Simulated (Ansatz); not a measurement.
# CH₄ClFSeSi: a ladder of functionals and wavefunction methods

Aim: compute CH₄ClFSeSi with functionals from several rungs and with coupled cluster, and see how far each lands from CCSD(T) at the basis-set limit for the atomisation energy.

Program: Ansatz 0.2.0, Gaussian basis. Level of theory: functionals in def2-TZVPP, the program's frozen cores in correlated methods. These are calculated values, not measurements.

The runs, in order: LDA (SPW92), PBE-D4, revPBE-D4, BLYP-D4, r2SCAN-D4, B97M-V, PBE0-D4, B3LYP-D4, r2SCANh-D4, r2SCAN0-D4, HSE06-D4, BHLYP-D4, CAM-B3LYP-D4, LC-ωPBE, ωB97X-V, ωB97M-V, B2PLYP, PBE-QIDH; CCSD(T)/def2-SVP; CCSD(T)/def2-TZVPP; MP2/def2-QZVPP; extrapolation to the limit; RPA on PBE.

### Step 1. Structure used throughout

The geometry comes from an earlier relaxation with PBE0-D4 in a triple-zeta def2 set; it is a stationary point, not always the lowest conformer.

SMILES `C[Si](F)(Cl)[SeH]`, 9 atoms, charge 0, spin multiplicity 1.

Atoms are counted from 1 here; the program's logs count them from 0.

Bond lengths: C1–Si2 1.844 Å, C1–H6 1.093 Å, C1–H7 1.093 Å, C1–H8 1.091 Å, Si2–F3 1.593 Å, Si2–Cl4 2.043 Å, Si2–Se5 2.260 Å, Se5–H9 1.471 Å. Angles: Si2–C1–H6 109.9°, Si2–C1–H7 110.3°, Si2–C1–H8 110.3°, H6–C1–H7 108.6°, H6–C1–H8 109.0°, H7–C1–H8 108.6°, C1–Si2–F3 108.0°, C1–Si2–Cl4 111.1°, C1–Si2–Se5 114.8°, F3–Si2–Cl4 107.4°, F3–Si2–Se5 110.1°, Cl4–Si2–Se5 105.2°, Si2–Se5–H9 91.6°.

### Step 2. LDA

This LDA is Slater exchange with PW92 correlation.

File in.yaml:

```yaml
crystal:
  periodic: [false, false, false]
  atoms:
    - {symbol: C, position_ang: [-0.739895, -0.943351, -0.105735]}
    - {symbol: Si, position_ang: [0.681887, 0.222143, -0.246401]}
    - {symbol: F, position_ang: [1.892317, -0.374341, 0.600073]}
    - {symbol: Cl, position_ang: [1.311067, 0.381951, -2.183388]}
    - {symbol: Se, position_ang: [0.241420, 2.338967, 0.411885]}
    - {symbol: H, position_ang: [-0.440032, -1.938815, -0.441940]}
    - {symbol: H, position_ang: [-1.072963, -1.012338, 0.932515]}
    - {symbol: H, position_ang: [-1.574743, -0.598540, -0.717619]}
    - {symbol: H, position_ang: [-0.210560, 1.878024, 1.733510]}
basis:
  gaussian: {orbitals: def2-TZVPP}
hamiltonian: {xc: lda}
output: {orbitals: {seedname: orbitals}}
```

The runs that follow: PBE-D4 (GGA); revPBE-D4 (GGA); BLYP-D4 (GGA); r2SCAN-D4 (meta-GGA); B97M-V (meta-GGA); PBE0-D4 (hybrid); B3LYP-D4 (hybrid); r2SCANh-D4 (hybrid); r2SCAN0-D4 (hybrid); HSE06-D4 (hybrid); BHLYP-D4 (hybrid); CAM-B3LYP-D4 (range-separated); LC-ωPBE-D4 (range-separated); ωB97X-V (range-separated); ωB97M-V (range-separated); B2PLYP (double hybrid); PBE-QIDH (double hybrid); CCSD(T) in def2-SVP; CCSD(T) in def2-TZVPP; MP2 in def2-QZVPP; RPA on PBE orbitals.

Q: Predict the results of all the runs planned. Wanted: atomisation energy, CCSD(T)/CBS; farthest beyond LDA; mean size of error, GGA; mean size of error, meta-GGA; mean size of error, hybrid; mean size of error, range-separated; mean size of error, double hybrid; gap, smallest and largest; T1 diagnostic.

**Answer**, as computed:

| quantity | value |
| --- | --- |
| atomisation energy, CCSD(T)/CBS | 33.674 eV |
| functionals within 0.337 eV (1.0 %) | PBE-D4, r2SCAN-D4, B97M-V, PBE0-D4, r2SCANh-D4, HSE06-D4, CAM-B3LYP-D4, ωB97X-V, ωB97M-V, PBE-QIDH |
| farthest beyond LDA | BHLYP-D4 (-1.181 eV) |
| mean size of error, GGA | 0.447 eV |
| mean size of error, meta-GGA | 0.027 eV |
| mean size of error, hybrid | 0.449 eV |
| mean size of error, range-separated | 0.230 eV |
| mean size of error, double hybrid | 0.512 eV |
| gap, smallest and largest | 5.19 eV (BLYP-D4), 12.30 eV (LC-ωPBE) |
| T1 diagnostic | 0.0098 |
| triples share of the correlation energy | 3.6 % |

What this shows: The LDA atomisation energy is off by 4.469 eV (13 %): it overbinds. PBE-D4 misses by +0.243 eV. Double hybrids carry the basis error of their MP2 part in triple zeta, and no dispersion term here, so their miss is partly the set-up's. The rungs meta-GGA, range-separated miss on average by less than the doubt on the reference (0.337 eV), so they tie. Misses under about 0.337 eV are within the doubt on the reference itself, which lacks core-valence correlation, relativity and higher excitations, and its outer-core shells are covered unevenly. All levels share the lack of spin-orbit coupling, which lowers the free heavy atoms and so the true binding. Hartree-Fock recovers 74 % of the binding; the rest is correlation. CCSD(T) in def2-SVP is off by -2.664 eV, which most functionals beat. The gap grows from 5.2 to 12.3 eV across the functionals, mostly with the share of exact exchange. Correlated methods include outer-core shells of Se, which these sets cover unevenly.
